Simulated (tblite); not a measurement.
# C6H9Cl2: the cost of one run

Computed with tblite 0.8.0 (tight binding) and PySCF 2.14.0 (DFT, with response routines of our own); each step states its level. Atoms count from 0 throughout.

## Step 1: The molecule as given

17 atoms, charge 1, multiplicity 1; geometry from: force field or distance geometry start.

Bonds of the start (Å): C0–C1 1.50, C0–H10 1.09, C0–H8 1.09, C0–H9 1.10, C1–C2 1.43, C1–H11 1.07, C2–C3 1.35, C2–H12 1.10, C3–C4 1.52, C3–H13 1.08, C4–C5 1.54, C4–H14 1.09, C4–H15 1.09, C5–Cl6 1.79, C5–Cl7 1.78, C5–H16 1.09.

## Step 2: GFN2-xTB relaxation, start minimum

Job settings and geometry (Å):

```
{"job": {"xc": "GFN2-xTB", "basis": "xTB", "kind": "relax"}, "charge": 1, "multiplicity": 1}
C      3.195500     0.135400     0.273000
C      1.945800    -0.050700    -0.543100
C      0.692600    -0.273800     0.115700
C     -0.466800    -0.359000    -0.579200
C     -1.809000    -0.598300     0.087200
C     -2.805700     0.549000    -0.151000
Cl    -2.301900     2.036600     0.706300
Cl    -4.420400     0.077400     0.421000
H      3.361400     1.200400     0.457100
H      3.128600    -0.380100     1.241300
H      4.047500    -0.258600    -0.271600
H      1.997300     0.069800    -1.607800
H      0.679300    -0.346400     1.208300
H     -0.455900    -0.291200    -1.659200
H     -1.692800    -0.777200     1.156800
H     -2.217700    -1.519600    -0.338700
H     -2.884600     0.798200    -1.208200
```

The run is started by

```console
> OMP_NUM_THREADS=1 python ens_run.py task.json out
```

One launch serves the whole session.

Q: Estimate the wall time of this first job on 1 thread of Arm Neoverse N1, shared host.

About 2.4 s.
